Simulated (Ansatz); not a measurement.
# C₃H₆BNO: one species, many methods

An exercise on one series of results from a longer session: the logs are not shown, and one member is left open.

Program: Ansatz 0.2.0, Gaussian basis. Level of theory: functionals in def2-TZVPP, the program's frozen cores in correlated methods. These are calculated values, not measurements.

The runs, in order: LDA (SPW92), PBE-D4, revPBE-D4, BLYP-D4, r2SCAN-D4, B97M-V, PBE0-D4, B3LYP-D4, r2SCANh-D4, r2SCAN0-D4, HSE06-D4, BHLYP-D4, CAM-B3LYP-D4, LC-ωPBE, ωB97X-V, ωB97M-V, B2PLYP, PBE-QIDH; CCSD(T)/def2-SVP; CCSD(T)/def2-TZVPP; MP2/def2-QZVPP; extrapolation to the limit; RPA on PBE.

## The relaxed structure

All runs share one geometry, relaxed beforehand with PBE0-D4 in a triple-zeta def2 set.

12 atoms, charge 0, spin multiplicity 1.

Atoms are counted from 1 here; the program's logs count them from 0.

Bond lengths: C1–B2 1.563 Å, C1–H7 1.099 Å, C1–H8 1.091 Å, C1–H9 1.092 Å, B2–C3 1.566 Å, B2–N4 1.431 Å, C3–H10 1.099 Å, C3–H11 1.093 Å, C3–H12 1.091 Å, N4–C5 1.195 Å, C5–O6 1.165 Å. Angles: B2–C1–H7 107.4°, B2–C1–H8 113.6°, B2–C1–H9 113.0°, H7–C1–H8 106.6°, H7–C1–H9 106.1°, H8–C1–H9 109.7°, C1–B2–C3 122.5°, C1–B2–N4 118.2°, C3–B2–N4 119.3°, B2–C3–H10 107.4°, B2–C3–H11 112.3°, B2–C3–H12 114.3°, H10–C3–H11 105.8°, H10–C3–H12 107.0°, H11–C3–H12 109.5°, B2–N4–C5 156.0°, N4–C5–O6 176.1°.

The first run:

in.yaml

```yaml
crystal:
  periodic: [false, false, false]
  atoms:
    - {symbol: C, position_ang: [-0.348458, -1.637681, -0.061884]}
    - {symbol: B, position_ang: [-0.039614, -0.106788, 0.007119]}
    - {symbol: C, position_ang: [1.410387, 0.465918, -0.144504]}
    - {symbol: N, position_ang: [-1.130626, 0.794483, 0.216782]}
    - {symbol: C, position_ang: [-1.657447, 1.859164, 0.343374]}
    - {symbol: O, position_ang: [-2.239606, 2.859719, 0.475932]}
    - {symbol: H, position_ang: [-0.547766, -1.884846, -1.114365]}
    - {symbol: H, position_ang: [-1.237442, -1.929684, 0.499856]}
    - {symbol: H, position_ang: [0.498657, -2.257357, 0.240029]}
    - {symbol: H, position_ang: [1.886699, 0.421919, 0.844896]}
    - {symbol: H, position_ang: [2.032163, -0.146546, -0.802302]}
    - {symbol: H, position_ang: [1.450055, 1.506498, -0.470932]}
basis:
  gaussian: {orbitals: def2-TZVPP}
hamiltonian: {xc: lda}
output: {orbitals: {seedname: orbitals}}
```

The run is started by

```
> ansatz run in.yaml --threads 4 --pin off --events-out ev --progress --plain --max-ram 10444MiB
```

Steps of the session up to this table: LDA; PBE-D4 (GGA); revPBE-D4 (GGA); BLYP-D4 (GGA); r2SCAN-D4 (meta-GGA); B97M-V (meta-GGA); B3LYP-D4 (hybrid); r2SCANh-D4 (hybrid); r2SCAN0-D4 (hybrid); HSE06-D4 (hybrid); BHLYP-D4 (hybrid); CAM-B3LYP-D4 (range-separated); LC-ωPBE (range-separated); ωB97X-V (range-separated); ωB97M-V (range-separated); B2PLYP (double hybrid); PBE-QIDH (double hybrid).

One table of the session follows, with a row left open; its other results are not shown here.

It belongs to the step «Frontier levels by functional». 

| functional | HOMO (eV) | gap (eV) |
| --- | --- | --- |
| LDA (SPW92) | -6.90 | 4.71 |
| PBE-D4 | -6.73 | 4.80 |
| revPBE-D4 | -6.66 | 4.84 |
| BLYP-D4 | -6.62 | 4.85 |
| r2SCAN-D4 | -7.00 | 5.42 |
| B97M-V | -7.06 | 5.59 |
| PBE0-D4 | -8.09 | 7.13 |
| B3LYP-D4 | ? | ? |
| r2SCANh-D4 | -7.51 | 6.27 |
| r2SCAN0-D4 | -8.28 | 7.54 |
| HSE06-D4 | -7.69 | 6.35 |
| BHLYP-D4 | -9.39 | 9.53 |
| CAM-B3LYP-D4 | -9.48 | 9.64 |
| LC-ωPBE | -10.77 | 12.10 |
| ωB97X-V | -10.42 | 11.70 |
| ωB97M-V | -10.33 | 11.44 |

Q: Estimate the row for B3LYP-D4 from the others.

Worked estimate for «HOMO (eV)». Against the share of exact exchange, BLYP-D4 (0, -6.62), BHLYP-D4 (0.5, -9.39) give a slope of -5.54 per unit share; at 0.2 the line stands at -7.73.

As computed: HOMO (eV): -7.88; gap (eV): 6.70. In «HOMO (eV)» the line misses by +0.15.
